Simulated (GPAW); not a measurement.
The system is Ta4NiO11.

```
Ta Ni O
1.0
     1.95495  -14.82973    0.00000
     1.95495   14.82973    0.00000
     0.00000    0.00000    3.88590
Ta Ni O
4 1 11
Cartesian
  1.9549 8.7682 0.0000
  1.9549 -12.5907 0.0000
  1.9549 12.5907 0.0000
  1.9549 -8.7682 0.0000
  1.9549 0.0000 0.0000
  1.9549 10.6813 0.0000
  1.9549 -6.5568 0.0000
  1.9549 1.8849 0.0000
  1.9549 -1.8849 0.0000
  0.0000 0.0000 0.0000
  1.9549 -10.6813 0.0000
  1.9549 6.5568 0.0000
  1.9549 -12.6913 1.9429
  1.9549 12.6913 1.9429
  1.9549 -8.7306 1.9429
  1.9549 8.7306 1.9429
```

The cell was built by a generator and needn't be a form met in nature.

Base run:

| Item | Value |
| --- | --- |
| Program | GPAW 26.7.0 |
| Functional | PBEsol |
| Potentials or basis | PAW data sets generated in the run's folder for this functional |
| Cutoff | 800 eV |
| Basis | pw |
| k mesh | 5 × 5 × 5 |
| Occupations | fermi-dirac, width 0.05 eV |
| Spin | collinear spin, ferromagnetic start |
| Starting moments | [0.0, 0.0, 0.0, 0.0, 1.0, 0.0, 0.0, 0.0, 0.0, 0.0, 0.0, 0.0, 0.0, 0.0, 0.0, 0.0] μB |

Its results: pressure -4.6 GPa; net moment 0.40 μB per cell; site moments Ta -0.00; Ni +0.33; O -0.00, +0.05, +0.00 μB; largest force 0.133 eV/Å.

Q: The run is repeated on the same cell with these changes: functional from PBEsol to LDA; potentials or basis from PAW data sets generated in the run's folder for this functional to the program's PAW data sets (release 1.2.1) made for this functional. What comes out?

A: Pressure -10.8 GPa; net moment 0.40 μB per cell; site moments Ta -0.00; Ni +0.32; O -0.00, +0.06, +0.00 μB; largest force 0.358 eV/Å.

Caveats: the stock nickel data set gives pressures a few GPa off other programs; a cell with one magnetic atom can't hold antiferromagnetic order, which such compounds often take (some runs).

Not every run made on this cell is shown here.
